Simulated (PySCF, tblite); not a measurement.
**C₅H₁₀NOSi radical: geometry, infrared bands and EPR parameters**

Wanted: the infrared bands and EPR parameters of C₅H₁₀NOSi radical (`C=N[Si]1CCCCO1`), by calculation.

The runs use tblite 0.8.0 and PySCF 2.14.0, with density-fitted response routines of our own; the level of theory stands in each step. All values are computed, except where a source is named. Atoms are numbered from 0 throughout.

## 1. Starting geometry

18 atoms, charge 0, multiplicity 2; geometry from: force field or distance geometry start.

Bonds of the start (Å): C0–N1 1.27, N1–Si2 1.75, Si2–C3 1.88, C3–C4 1.53, C4–C5 1.50, C5–C6 1.50, C6–O7 1.39, O7–Si2 1.73, C0–H8 1.08, C0–H9 1.07, C3–H10 1.09, C3–H11 1.10, C4–H12 1.11, C4–H13 1.10, C5–H14 1.12, C5–H15 1.12, C6–H16 1.12, C6–H17 1.12.

## 2. Geometry optimisation with GFN2-xTB

What the job is given:

```
{"job": {"kind": "relax", "xc": "GFN2-xTB", "basis": "xTB"}, "charge": 0, "multiplicity": 2}
C      3.000600     0.717000    -0.323400
N      2.478300     0.254300     0.738400
Si     0.774600    -0.033100     1.013300
C      0.240800    -1.280300    -0.295100
C     -1.285400    -1.244200    -0.227900
C     -1.839300     0.091500    -0.627700
C     -0.889500     1.247600    -0.514700
O     -0.201800     1.352800     0.686100
H      2.422400     0.998800    -1.196700
H      4.062500     0.838500    -0.341400
H      0.528300    -0.847500    -1.257800
H      0.638800    -2.289000    -0.103600
H     -1.632800    -1.968000    -0.991800
H     -1.651500    -1.602300     0.746400
H     -2.090300     0.028800    -1.720800
H     -2.826200     0.276300    -0.133600
H     -0.217000     1.295500    -1.407700
H     -1.521300     2.169600    -0.583000
```

Command:

```bash
$ OMP_NUM_THREADS=1 python probes_run.py task.json out
```

One launch serves the whole session: the jobs run in the order shown.

The program printed:

```text
step      E/eV     max force
  0    -665.54573    1.987
  1    -665.75134    1.123
  2    -665.81712    0.722
  3    -665.85922    0.548
  4    -665.89157    0.302
  5    -665.90203    0.266
  6    -665.91418    0.268
  7    -665.92373    0.276
  8    -665.93408    0.309
  9    -665.94268    0.303
 10    -665.95062    0.227
 11    -665.95809    0.221
 12    -665.96642    0.246
 13    -665.97620    0.242
 14    -665.98809    0.320
 15    -666.00281    0.342
 16    -666.02000    0.379
 17    -666.03875    0.434
 18    -666.06036    0.444
 19    -666.08456    0.397
 20    -666.11395    0.504
 21    -666.14998    0.748
 22    -666.18012    0.499
 23    -666.19152    1.437
 24    -666.22411    0.347
 25    -666.23555    0.271
 26    -666.25834    0.272
 27    -666.27275    0.278
 28    -666.29013    0.209
 29    -666.29784    0.167
 30    -666.30391    0.167
 31    -666.31010    0.220
 32    -666.31645    0.185
 33    -666.32192    0.210
 34    -666.32717    0.182
 35    -666.33221    0.187
 36    -666.33954    0.193
 37    -666.34741    0.245
 38    -666.35653    0.278
 39    -666.36782    0.299
 40    -666.38209    0.316
 41    -666.39637    0.273
 42    -666.40236    0.482
 43    -666.40875    0.508
 44    -666.41828    0.199
 45    -666.42578    0.156
 46    -666.44348    0.148
 47    -666.45043    0.212
 48    -666.45395    0.162
 49    -666.45763    0.136
 50    -666.46168    0.148
 51    -666.46566    0.157
 52    -666.46889    0.120
 53    -666.47107    0.124
 54    -666.47290    0.102
 55    -666.47469    0.102
 56    -666.47655    0.110
 57    -666.47876    0.113
 58    -666.48122    0.119
 59    -666.48353    0.107
 60    -666.48560    0.105
 61    -666.48743    0.093
 62    -666.48919    0.091
 63    -666.49083    0.095
 64    -666.49245    0.090
 65    -666.49419    0.104
 66    -666.49633    0.102
 67    -666.49894    0.119
 68    -666.50161    0.136
 69    -666.50370    0.150
 70    -666.50603    0.137
 71    -666.50902    0.152
 72    -666.51346    0.187
 73    -666.51939    0.215
 74    -666.52641    0.241
 75    -666.53312    0.190
 76    -666.53739    0.178
 77    -666.53945    0.282
 78    -666.54156    0.182
 79    -666.54427    0.096
 80    -666.54606    0.157
 81    -666.54869    0.213
 82    -666.55114    0.144
 83    -666.55398    0.138
 84    -666.55619    0.190
 85    -666.55809    0.183
 86    -666.56063    0.131
 87    -666.56444    0.154
 88    -666.56991    0.152
 89    -666.57413    0.176
 90    -666.57763    0.159
 91    -666.58102    0.326
 92    -666.58607    0.163
 93    -666.59167    0.116
 94    -666.60097    0.510
 95    -666.61142    0.231
 96    -666.62278    0.293
 97    -666.61356    0.871
 98    -666.63810    0.354
 99    -666.64726    0.266
100    -666.66373    0.291
101    -666.67514    0.640
102    -666.69405    0.237
103    -666.70451    0.295
104    -666.71641    0.269
105    -666.72472    0.448
106    -666.73537    0.375
107    -666.74314    0.244
108    -666.74962    0.210
109    -666.75340    0.141
110    -666.75670    0.166
111    -666.75962    0.107
112    -666.76145    0.146
113    -666.76292    0.081
114    -666.76396    0.071
115    -666.76465    0.084
116    -666.76555    0.064
117    -666.76669    0.070
118    -666.76799    0.088
119    -666.76951    0.094
120    -666.77097    0.095
121    -666.77226    0.088
122    -666.77352    0.085
123    -666.77500    0.088
124    -666.77665    0.093
125    -666.77813    0.110
126    -666.77911    0.072
127    -666.77978    0.055
128    -666.78032    0.049
129    -666.78077    0.049
130    -666.78110    0.047
131    -666.78135    0.030
132    -666.78156    0.030
133    -666.78174    0.028
134    -666.78188    0.024
135    -666.78199    0.024
136    -666.78209    0.026
137    -666.78217    0.022
138    -666.78222    0.013
139    -666.78226    0.013
140    -666.78230    0.015
141    -666.78236    0.019
142    -666.78243    0.019
143    -666.78251    0.019
144    -666.78259    0.022
145    -666.78271    0.030
146    -666.78293    0.047
147    -666.78324    0.053
148    -666.78356    0.039
149    -666.78380    0.031
150    -666.78398    0.031
151    -666.78417    0.037
152    -666.78442    0.042
153    -666.78463    0.028
154    -666.78477    0.021
155    -666.78486    0.023
156    -666.78498    0.029
157    -666.78516    0.041
158    -666.78538    0.046
159    -666.78555    0.036
160    -666.78564    0.024
161    -666.78570    0.020
162    -666.78575    0.019
163    -666.78584    0.023
164    -666.78597    0.031
165    -666.78614    0.038
166    -666.78640    0.041
167    -666.78675    0.044
168    -666.78708    0.069
169    -666.78718    0.093
170    -666.78757    0.046
171    -666.78775    0.022
172    -666.78786    0.018
173    -666.78793    0.029
174    -666.78797    0.016
175    -666.78803    0.017
176    -666.78808    0.015
177    -666.78811    0.018
178    -666.78816    0.020
179    -666.78822    0.036
180    -666.78833    0.031
181    -666.78844    0.037
182    -666.78860    0.030
183    -666.78868    0.025
184    -666.78875    0.013
185    -666.78877    0.011
186    -666.78879    0.008
```

Wall time 1.2 s (1 thread of Arm Neoverse V2, shared host).

The steps of the relaxation: (not every step is listed)

```tsv
step	energy from step 0 (eV)	largest force (eV/Å)
0	0.0000	1.9871
1	-0.2056	1.1232
2	-0.2714	0.7222
3	-0.3135	0.5484
4	-0.3458	0.3018
5	-0.3563	0.2660
6	-0.3684	0.2680
7	-0.3780	0.2765
8	-0.3883	0.3086
25	-0.6898	0.2710
42	-0.8566	0.4819
59	-0.9378	0.1070
76	-0.9917	0.1780
93	-1.0459	0.1161
110	-1.2110	0.1660
127	-1.2340	0.0551
144	-1.2369	0.0222
161	-1.2400	0.0198
178	-1.2424	0.0203
181	-1.2427	0.0372
182	-1.2429	0.0304
183	-1.2429	0.0253
184	-1.2430	0.0128
185	-1.2430	0.0114
186	-1.2431	0.0083
```

Close pairs (by a distance rule), those that changed most:

```tsv
bond	before (Å)	after (Å)	change (Å)
N1–Si2	1.750	1.638	-0.111
Si2–O7	1.727	1.627	-0.100
C0–N1	1.271	1.309	+0.038
C5–H14	1.123	1.093	-0.030
C4–C5	1.500	1.529	+0.029
C5–H15	1.119	1.092	-0.027
C5–C6	1.500	1.525	+0.025
C6–H16	1.119	1.096	-0.023
```

The final coordinates are the input of the step that follows.

## 3. Harmonic vibrations with GFN2-xTB

What the job is given:

```
{"job": {"kind": "ir", "xc": "GFN2-xTB", "basis": "xTB"}, "charge": 0, "multiplicity": 2}
C      3.663260     0.955542    -0.116438
N      2.668389     0.105536    -0.096703
Si     1.031717     0.154479    -0.150151
C      0.080086    -1.471685    -0.250238
C     -1.410409    -1.184059    -0.057536
C     -1.889162    -0.056116    -0.972592
C     -1.395033     1.308612    -0.503777
O      0.004869     1.388467    -0.412018
H      3.560183     2.014455    -0.301439
H      4.649581     0.555584     0.047719
H      0.230822    -1.936744    -1.225873
H      0.423809    -2.191810     0.489240
H     -1.990905    -2.087140    -0.267293
H     -1.603652    -0.907614     0.983143
H     -1.525447    -0.238758    -1.986864
H     -2.980294    -0.029924    -1.001748
H     -1.711444     2.090537    -1.202889
H     -1.815129     1.536956     0.484281
```

The program printed:

```text
mode    cm-1     km/mol
  1      32.9      1.10
  2     105.2      4.03
  3     114.7      4.56
  4     158.3      2.16
  5     200.5     19.34
  6     259.1      5.25
  7     319.5      5.03
  8     352.2     28.84
  9     362.8      5.66
 10     396.8      2.91
 11     525.7      8.36
 12     651.2     29.18
 13     654.7     16.16
 14     759.6     57.58
 15     797.2    107.27
 16     873.1      5.55
 17     904.4      2.84
 18     940.1      2.91
 19     985.8     24.78
 20    1018.1     90.36
 21    1028.0      4.92
 22    1097.0     11.63
 23    1112.3    171.94
 24    1129.1     34.99
 25    1153.2     47.09
 26    1184.1     88.70
 27    1226.1      6.64
 28    1241.3      4.66
 29    1300.9      0.84
 30    1330.9      5.11
 31    1342.6      4.72
 32    1351.8      2.61
 33    1419.0      3.42
 34    1473.3     17.41
 35    1478.0     21.94
 36    1481.2      5.16
 37    1487.5      5.27
 38    1506.8      0.46
 39    2900.1     38.77
 40    2937.2     48.59
 41    2946.0     39.84
 42    2964.5     24.40
 43    2971.2     13.61
 44    2977.8     98.85
 45    2987.3     58.54
 46    3021.0     23.79
 47    3028.8     57.25
 48    3087.4     33.39
```

It took 0.57 s on 1 thread of Arm Neoverse V2, shared host.

The strongest bands and the atoms that carry them (share of the mass-weighted mode):

```tsv
cm⁻¹	km/mol	atoms
760	57.6	H10 21 %, H11 18 %, C3 15 %, Si2 13 %
797	107.3	Si2 29 %, C3 27 %, H11 16 %
1018	90.4	Si2 15 %, H15 13 %
1112	171.9	O7 15 %, H12 13 %, H8 11 %
1184	88.7	H11 20 %, H12 19 %, H15 11 %
2978	98.8	H10 37 %, H14 37 %, H13 12 %
2987	58.5	H15 81 %, H14 11 %
3029	57.2	H8 93 %
```

## 4. EPR parameters: B3LYP/pcH-1

Same as in step 3 but for these lines:

```diff
@@ -1,2 +1,2 @@
-{"job": {"kind": "ir", "xc": "GFN2-xTB", "basis": "xTB"}, "charge": 0, "multiplicity": 2}
+{"job": {"kind": "epr", "basis": "pcH-1"}, "charge": 0, "multiplicity": 2}
 C      3.663260     0.955542    -0.116438
```

Level: UKS B3LYP, pcH-1 on C H N O Si, non-relativistic, mean-field spin-orbit, GIAO.

The program printed:

```text
UKS, coarse grid
  cycle   1  E = -615.87200982  |g| = 6.23e-01
  cycle   2  E = -615.60961366  |g| = 1.02e+00
  cycle   3  E = -616.02485809  |g| = 1.14e-01
  cycle   4  E = -616.02951421  |g| = 6.24e-02
  cycle   5  E = -616.03124813  |g| = 2.34e-02
  cycle   6  E = -616.03148361  |g| = 9.42e-03
  cycle   7  E = -616.03154028  |g| = 2.25e-03
  cycle   8  E = -616.03154916  |g| = 1.11e-03
  cycle   9  E = -616.03155188  |g| = 3.35e-04
UKS, final grid
  cycle   1  E = -616.03156280  |g| = 3.89e-04
  cycle   2  E = -616.03156277  |g| = 4.98e-04
  cycle   3  E = -616.03156288  |g| = 4.85e-05
  cycle   4  E = -616.03156288  |g| = 2.87e-05
E = -616.03156288 Eh   <S^2> = 0.7657 (exact 0.7500)
g shifts (ppm)      1          2          3
  rmc          -147       -147       -147
  gc             18         16         35
  oz_so        -191        -86       1732
  total        -320       -217       1621
hyperfine (MHz)  atom isotope    a_iso     a_fc   dipolar eigenvalues
    0   13C      52.98      53.08    -49.49    -47.10     96.58
    1   14N      -5.03      -5.03     -7.42      2.02      5.40
    2  29Si    -163.68    -164.43   -111.08     53.83     57.25
    3   13C      -6.62      -6.64     -1.96     -0.08      2.04
    4   13C       4.61       4.61     -0.41     -0.24      0.65
    5   13C      -0.19      -0.19     -0.38     -0.21      0.59
    6   13C      -1.00      -1.00     -0.64     -0.49      1.13
    7   17O     -20.82     -20.78    -21.59     10.22     11.36
    8    1H     -39.99     -39.99    -21.48     -0.49     21.97
    9    1H     -41.65     -41.65    -23.40      0.16     23.24
   10    1H      36.00      36.00     -2.05     -0.78      2.83
   11    1H      14.09      14.10     -2.25     -1.71      3.96
   12    1H      -2.13      -2.13     -0.90     -0.57      1.46
   13    1H      -0.37      -0.37     -1.66     -1.23      2.89
   14    1H      -0.01      -0.01     -1.09     -0.95      2.04
   15    1H      -0.27      -0.27     -0.62     -0.58      1.19
   16    1H       2.10       2.10     -1.30     -1.10      2.41
   17    1H       4.11       4.11     -1.66     -1.17      2.83
```

Wall time 1.9 min (1 thread of Arm Neoverse V2, shared host); peak memory 1.1 GiB.

Principal g values 2.00200, 2.00210, 2.00394; g(iso) = 2.00268, against 2.00232 for a free electron.

Hyperfine couplings; where a row names several nuclei, a(iso) is their mean (it holds for fast rotation or exchange) and the dipolar term the largest among them:

```tsv
nuclei	isotope	a(iso) (MHz)	a(iso) (G, at g = 2.0023)	largest dipolar term (MHz)
Si2	29Si	-163.7	-58.4	-111.1
C0	13C	53.0	18.9	96.6
H9	1H	-41.7	-14.9	-23.4
H8	1H	-40.0	-14.3	22.0
H10, H11	1H	25.0	8.9	4.0
O7	17O	-20.8	-7.4	-21.6
C3	13C	-6.6	-2.4	2.0
N1	14N	-5.0	-1.8	-7.4
C4	13C	4.6	1.6	0.6
H16, H17	1H	3.1	1.1	2.8
H12, H13	1H	-1.2	-0.4	2.9
C6	13C	-1.0	-0.4	1.1
C5	13C	-0.2	-0.1	0.6
H14, H15	1H	-0.1	0.0	2.0
```

Mulliken spin populations:

C0 0.60; N1 -0.12; Si2 0.55; C3 -0.03; C4 0.00; C5 0.00; C6 0.00; O7 0.04; H8 -0.03; H9 -0.03; H10 0.01; H11 0.00; H12 0.00; H13 0.00; H14 0.00; H15 0.00; H16 0.00; H17 0.01

In first order the couplings over 0.8 MHz of 1H, 14N give 324 distinct lines over 53.7 G, if the averaged nuclei exchange fast.

Orbitals, density, ELF and potential are computed afterwards from the orbital file.

ELF in a plane through or near 10 of the atoms.

Ten even steps from ' ' (0.00) to '@' (1.00):
```
                                                        
                                                        
                                                        
                              %%@@##..                  
                        ..    @@@@@@::                  
          ==##**      --++==..@@@@@@..                  
        ::@@@@@@::    ++%%%%==**%%++    ..              
        ::@@@@@@::    --%%####::++++--##%%==            
          **@@%%....--::##%%==++@@++@@@@@@%%            
      ==####--::######::..--  ::++::%%@@@@##            
    ..@@@@@@##****++##====--..::##%%++****..            
      @@@@@@++==##**##..==@@****++**--                  
      ==%%==  --%%%%--..**++++%%**%%@@%%::              
        ..    ::####..  --++..++--@@@@@@**              
                ::..    ::****::  **@@@@==              
                        ::++==..  ..**++                
                          ....                          
                                                        
                                                        
                                                        
```
The map spans 14.6 Å across and 10.1 Å up, centred on the molecule. Atoms in the plane (x, y in Å): C0 (-3.8, 0.2), N1 (-2.6, -0.4), Si2 (-1.1, -0.1), C3 (0.2, -1.5), C4 (1.6, -0.9), C6 (1.1, 1.6), O7 (-0.3, 1.4), H8 (-3.9, 1.3), H9 (-4.7, -0.4), H12 (2.4, -1.7).

On the surface of density 0.002 e/bohr³ the electrostatic potential runs, from the 1st to the 99th percentile, from -1.58 V near N1 to 0.93 V near Si2.

The spin density lies nearest to C0 32 %; Si2 32 %; N1 12 % (both signs); H9 7 %.

## 5. Summary of results

| quantity | value |
| --- | --- |
| strongest single infrared mode (GFN2-xTB) | 1112 cm⁻¹, 172 km/mol |
| zero-point energy (GFN2-xTB) | 90.9 kcal/mol |
| g(iso) (B3LYP) | 2.00268 |
| ⟨S²⟩ | 0.766 (exact 0.75) |
| largest a(iso) (averaged by class) | 29Si on Si2, -163.7 MHz |
| surface potential, 1st and 99th percentile | -1.58 V and 0.93 V |

Relaxing lowered the energy by 1.243 eV in 186 steps; the close pair that moved most is N1–Si2, from 1.750 to 1.638 Å. All 48 modes are real, so the xTB geometry is a minimum. The strongest single mode, at 1112 cm⁻¹, has its largest shares on O7, H12 and H8 (the list is cut at 3 atoms). Unscaled tight-binding wavenumbers are off by several per cent, some by more. Its intensities can rank the bands wrongly. The largest spin populations lie on C0 (0.60 e), Si2 (0.55 e). The isotropic g lies 0.4 ppt above the free-electron value.
